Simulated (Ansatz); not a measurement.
# Mg3Te under changes of volume

One of the cells (24.177 Å³/atom); the others are scaled copies at fixed shape and fractional positions:

```
CELL_PARAMETERS angstrom
-2.13936 2.13936 5.28249
2.13936 -2.13936 5.28249
2.13936 2.13936 -5.28249
ATOMIC_POSITIONS crystal
Te 0.00000 0.00000 0.00000
Mg 0.25000 0.75000 0.50000
Mg 0.75000 0.25000 0.50000
Mg 0.50000 0.50000 0.00000
```

The cell comes from a database or a generator and needn't be the stable form of this composition.

```yaml
Program: Ansatz 0.2.0
Functional: LDA
Potentials_or_basis: all-electron LAPW, scalar-relativistic
Cutoff: 145 eV (chosen from the basis error)
Basis_error_allowed: 0.002 eV/atom
k_mesh: 9 × 9 × 9
Occupations: fermi-dirac, width 0.05 eV
Spin: no spin polarisation
```

```tsv
volume (Å³/atom)	energy over the lowest point (meV/atom)	pressure (GPa)
22.727	0.00	0.0
23.210	1.28	-0.8
23.694	4.99	-1.6
24.177	10.87	-2.3
24.661	18.70	-2.9
25.144	28.29	-3.4
25.628	?	?
```

Task: What does the run at 25.628 Å³/atom give?

Result: Energy over the lowest point 39.45 meV/atom; pressure -3.9 GPa.

Worked out: A Birch-Murnaghan fit of order 3 (a polynomial in V^(-2/3)) to the other rows has its minimum at 22.73 Å³/atom with B0 = V·E''(V) = 42 GPa and B' = 4.0 at fixed shape and positions, which overstates the stiffness. It gives 39.47 meV/atom at 25.628 Å³/atom, against the run's 39.45, and -dE/dV = -3.9 GPa, against -3.9.

Energies are extrapolated to zero smearing.
